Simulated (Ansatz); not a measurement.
This script makes a comparison of functionals at one structure of WS₂, space group P-3m1 with the Ansatz DFT code, driven from Python.

The script, `xc_ws2.py`:
```python
import ansatz as az

system = (
    az.Lattice.of((3.183209, 0.0, 0.0), (-1.591604, 2.756739, 0.0), (0.0, 0.0, 23.668763))
    .atom("W", (1 / 3, 2 / 3, 0.637318))
    .atom("W", (2 / 3, 1 / 3, 0.362682))
    .atom("S", (1 / 3, 2 / 3, 0.296816))
    .atom("S", (2 / 3, 1 / 3, 0.571442))
    .atom("S", (1 / 3, 2 / 3, 0.428558))
    .atom("S", (2 / 3, 1 / 3, 0.703184))
)

base = (
    system.calculation()
    .basis(17 * az.Ha)
    .kpoints(spacing=0.26)
    .occupations("fermi_dirac", width=0.1)
    .stress()
)

rows = []
for value in ["blyp", "pbesol", "lda"]:
    report = base.functional(value).run().report
    rows.append((value, report["free_energy_ev"] / len(report["lattice"]["sites"]), report["n_iterations"], sum(report["stress_gpa"][i][i] for i in range(3)) / 3, report["n_kpoints"]))

print("  functional   F/atom (eV)    iterations       P (GPa)      k-points")
for row in rows:
    print(f"{str(row[0]):>12s}  {row[1]:12.5f}  {row[2]:12d}  {row[3]:12.3f}  {row[4]:12d}")
```

Which functional puts this cell under the lowest pressure, and which under the highest?

From lowest to highest: LDA (-3.0 GPa), PBEsol (-1.5 GPa) and BLYP (4.6 GPa). At a fixed cell a lower pressure usually means a smaller equilibrium volume, so LDA prefers the smallest cell and BLYP the largest.

What the script printed:

Output of `python xc_ws2.py`:
```text
  functional   F/atom (eV)    iterations       P (GPa)      k-points
        blyp   -4074.81657             9         4.634            24
      pbesol   -4009.68432             8        -1.510            24
         lda   -3957.19513             9        -2.994            24
```

Notes:
- The run is spin-unpolarised.
- The cell holds layers, chains or clusters in vacuum, no bulk phase; its stress is averaged over the vacuum too and scales with the cell's height.
- Pressure is positive in compression.
- Points of the mesh across the vacuum add cost only.
- Spin-orbit coupling, which matters for elements this heavy, is left out.
- The structure comes from a database of computed cells and needn't be a stable or known phase.
- Total energies of different functionals can't be compared; pressures, moments and gaps at this one structure can.
- The whole script took 36 s on 1 thread of Arm Neoverse V1 (shared host), peak memory 0.54 GiB.
